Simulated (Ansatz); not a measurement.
# CH4O2SSe, SMILES OC(O)(S)[SeH]: a comparison of dispersion corrections

Program: the Ansatz DFT code, driven from Python.

The cells in order, each with its output:

**Cell 1**
```python
import warnings

import ansatz as az

BASIS_SET = 'def2-SVP'
```

**Cell 2**
```python
warnings.simplefilter('ignore', az.DeckWarning)
```

**Cell 3**
```python
geometry_ang = [
    ('O', (-0.5151, 0.3496, -1.073)),
    ('C', (0.2297, -0.0423, -0.0144)),
    ('O', (1.5085, 0.4352, -0.1957)),
    ('S', (0.3275, -1.8543, 0.0608)),
    ('Se', (-0.4606, 0.6609, 1.6507)),
    ('H', (-1.4932, 0.1259, -0.8887)),
    ('H', (1.8834, 0.1027, -1.0583)),
    ('H', (-1.0924, -1.9526, 0.2939)),
    ('H', (-0.2994, 2.1287, 1.2076)),
]
molecule = az.Crystal.molecule()
for symbol, xyz in geometry_ang:
    molecule = molecule.atom(symbol, xyz)
```

**Cell 4**
```python
model = molecule.calculation().basis(gaussian=BASIS_SET)
for name in ['r2scan', 'revpbe']:
    for correction in ('d3bj', 'd4'):
        data = model.functional(name, dispersion=correction).run(threads=1, pin='off').report
        print(f'{name:8s} {correction:5s} total {data["free_energy_ev"]:.5f} eV, of which dispersion {1000 * data["dispersion"]["energy"]["ev"]:.2f} meV')
```
Output:
```text
r2scan   d3bj  total -81361.67148 eV, of which dispersion -64.89 meV
r2scan   d4    total -81361.66333 eV, of which dispersion -56.74 meV
revpbe   d3bj  total -81356.67122 eV, of which dispersion -604.81 meV
revpbe   d4    total -81356.83435 eV, of which dispersion -767.94 meV
```

Reading the output:
- Total energies depend on the basis set; only differences at equal settings carry meaning.
- The geometry is a force-field or estimated start, not a minimum of this method, and the basis set is short of its limit. D4 holds the three-body term, and d3bj doesn't.
- A dispersion term here runs with damping parameters fitted for another variant or functional.
- The script silences the warnings on its input, which a real study should read.
- The whole script took 25 s on 1 thread of Arm Neoverse V1 (shared host), peak memory 0.24 GiB.
